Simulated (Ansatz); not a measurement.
**ZnAu: how well frozen cores do**

The same cell of ZnAu is computed with all-electron LAPW, frozen-core PAW and datasets made for this crystal, to set the results side by side.

Computed with Ansatz 0.2.0 (DFT PBEsol, scalar-relativistic, unless a step's input says otherwise).

**1. The structure to begin with**

It takes space group Pm-3m (No. 221, cubic). The conventional cell has a = 3.147 Å, b = 3.147 Å, c = 3.147 Å, α = 90.00°, β = 90.00°, γ = 90.00°. Around Zn (site symmetry m-3m) lie 8 Au at 2.73 Å. Au (site symmetry m-3m) has 8 Zn at 2.73 Å as nearest neighbours.

As a file:

```
Zn Au
1.0
     3.14700    0.00000    0.00000
     0.00000    3.14700    0.00000
     0.00000    0.00000    3.14700
Zn Au
1 1
Direct
  0.50000 0.50000 0.50000
  0.00000 0.00000 0.00000
```

The cell is a deposited one (Crystallography Open Database entry 1510322); the temperature and pressure of the measurement aren't taken into account, and nothing was relaxed.

Atoms are numbered in the order of the input: Zn1, Au2.

**2. All-electron LAPW**

File input.yaml:

```yaml
crystal:
  lattice:
    - [3.147, 0.0, 0.0]
    - [0.0, 3.147, 0.0]
    - [0.0, 0.0, 3.147]
  atoms:
    - { symbol: Zn, position: [0.5, 0.5, 0.5] }
    - { symbol: Au, position: [0.0, 0.0, 0.0] }
kpoints:
  mp_grid: { grid: [13, 13, 13] }
  band_path:
    path:
      - [0.0, 0.0, 0.0]
      - [0.0, 0.5, 0.0]
      - [0.5, 0.5, 0.0]
      - [0.0, 0.0, 0.0]
      - [0.5, 0.5, 0.5]
      - [0.0, 0.5, 0.0]
      - [0.5, 0.5, 0.5]
      - [0.5, 0.5, 0.0]
    npoints: 14
scf:
  occupations: { method: fermi_dirac, width: 0.05 }
hamiltonian:
  xc: pbesol
  pseudopotentials: { kind: all_electron, lapw: { basis_error: 0.0005 } }
output:
  forces: true
  stress: true
  eigenvalues: true
  populations: true
  dos: { projected: true, de: 0.2, e_range: [-14, 8] }
```

The run is started by

```console
$ ansatz run input.yaml --threads 1 --pin off --max-ram 3072MiB --backend cpu --events-out ev --progress --plain --runs-dir out
```

**3. Frozen-core PAW**

input.yaml, as its differences from that of step 2:

```diff
@@ -25,3 +25,3 @@
   xc: pbesol
-  pseudopotentials: { kind: all_electron, lapw: { basis_error: 0.0005 } }
+  pseudopotentials: { kind: paw }
 output:
@@ -30,3 +30,9 @@
   eigenvalues: true
+  efg: { contact_densities: true }
   populations: true
+  bader: true
   dos: { projected: true, de: 0.2, e_range: [-14, 8] }
+  write_density: true
+  write_potential: true
+  elf: true
+  volumetric_format: npy
```

**4. Datasets made for this crystal**

input.yaml, as its differences from that of step 3:

```diff
@@ -20,3 +20,3 @@
       - [0.5, 0.5, 0.0]
-    npoints: 14
+    npoints: 8
 scf:
@@ -25,3 +25,3 @@
   xc: pbesol
-  pseudopotentials: { kind: paw }
+  pseudopotentials: { kind: all_electron, datasets: crystal }
 output:
@@ -31,8 +31 @@
   efg: { contact_densities: true }
-  populations: true
-  bader: true
-  dos: { projected: true, de: 0.2, e_range: [-14, 8] }
-  write_density: true
-  write_potential: true
-  elf: true
-  volumetric_format: npy
```

(Steps that only read results are left out.)

What does the calculation give? Wanted: pressure; gap; Bader charges.

The runs gave:

| quantity | value |
| --- | --- |
| pressure | LAPW -2.39, PAW -2.40, crystal datasets -2.39 GPa |
| gap (LAPW) | none |
| Bader charges (PAW) | Zn1 +0.57, Au2 -0.57 e |

At this geometry the cell is under tension of 2.4 GPa, so it would shrink if let go. With 63 electrons in the bands of a cell, and no spin, a band must be partly filled: it is a metal at this level. Au 6s carries the largest share, 37 %, of the projected states within 0.3 eV of the Fermi level. The projection holds only the free atom's occupied shells (Zn 4s, Zn 3d, Au 6s, Au 5d in this range). The rest lies in shells not listed and outside the spheres or projectors. PAW lies -0.01 GPa from LAPW in pressure. LAPW took about 1.9 times as long as PAW (23 s against 12 s, on a shared host and with the outputs that each input asks for). Spin-orbit coupling is left out, though the cell holds Au; in elements this heavy it can shift bands and gaps by tenths of an eV.
